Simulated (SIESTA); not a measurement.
## In in SIESTA: convergence with real-space mesh cutoff

Input of the first run (real-space mesh cutoff 100 Ry); the others differ in this setting and in those tied to it:

The input In.fdf:

```
SystemName                      In
SystemLabel                     In
NumberOfSpecies                 1
NumberOfAtoms                   5
%block ChemicalSpeciesLabel
  1  49 In
%endblock ChemicalSpeciesLabel

LatticeConstant                 1.0 Ang
%block LatticeVectors
     3.2523000000     0.0000000000     0.0000000000
    -1.6261500000     2.9605392119     0.0000000000
     0.0000000000     0.0000000000    25.8710299161
%endblock LatticeVectors
AtomicCoordinatesFormat         Fractional
%block AtomicCoordinatesAndAtomicSpecies
     0.3017029605     0.6034059209     0.2898995527  1  In
     0.6034059209     0.2068118419     0.3949497763  1  In
     0.9051088814     0.8102177628     0.5000000000  1  In
     0.2068118419     0.4136236837     0.6050502237  1  In
     0.5085148023     0.0170296047     0.7101004473  1  In
%endblock AtomicCoordinatesAndAtomicSpecies

%block kgrid.MonkhorstPack
    7   0   0  0.0
    0   7   0  0.0
    0   0   1  0.0
%endblock kgrid.MonkhorstPack
XC.Functional                   VDW
XC.Authors                      BH
PAO.BasisSize                   DZP
PAO.EnergyShift                 0.003 Ry
Mesh.Cutoff                     100 Ry
OccupationFunction              FD
ElectronicTemperature           0.05 eV
Slab.DipoleCorrection           vacuum
MaxSCFIterations                120
SCF.MustConverge                false
SCF.Mixer.Method                Pulay
SCF.Mixer.Weight                0.25
SCF.Mixer.History               8
SCF.DM.Tolerance                5.0e-05
SCF.H.Tolerance                 1.0e-03 eV
WriteForces                     true
Charge.Mulliken                 end
%block PAO.Basis
  In 4
  n=5 0 2
    6.955 0.000
  n=5 1 2
    9.500 0.000
  n=4 2 2
    4.114 0.000
  n=5 2 1
    9.500
%endblock PAO.Basis
```

Potentials or basis: PseudoDojo 0.4 standard (PBE files), DZP (energy shift 0.003 Ry; two zetas on semicore shells).

Launch:

```sh
$ siesta In.fdf > In.out 2>&1
```

Hardware: 1 thread of Arm Neoverse V2 (shared host).

| real-space mesh cutoff | energy less the tightest run, at zero smearing (meV/atom) | SCF cycles | CPU time (s) | peak memory (GiB) |
| --- | --- | --- | --- | --- |
| 100 Ry | -74.20 | 13 | 29 | 0.26 |
| 150 Ry | -15.72 | 13 | 46 | 0.31 |
| 200 Ry | -3.87 | 13 | 77 | 0.41 |
| 300 Ry | -2.57 | 13 | 91 | 0.45 |
| 400 Ry | -0.88 | 13 | 140 | 0.58 |
| 500 Ry | -0.35 | 13 | 200 | 0.73 |
| 700 Ry | 0.00 | 13 | 330 | 1.1 |

Against the tightest run, the energy stays within 1 meV/atom from 400 Ry on. Values are those asked for, which the program may round to a finer grid. The tightest run that finished is the yardstick and may itself not be fully converged.
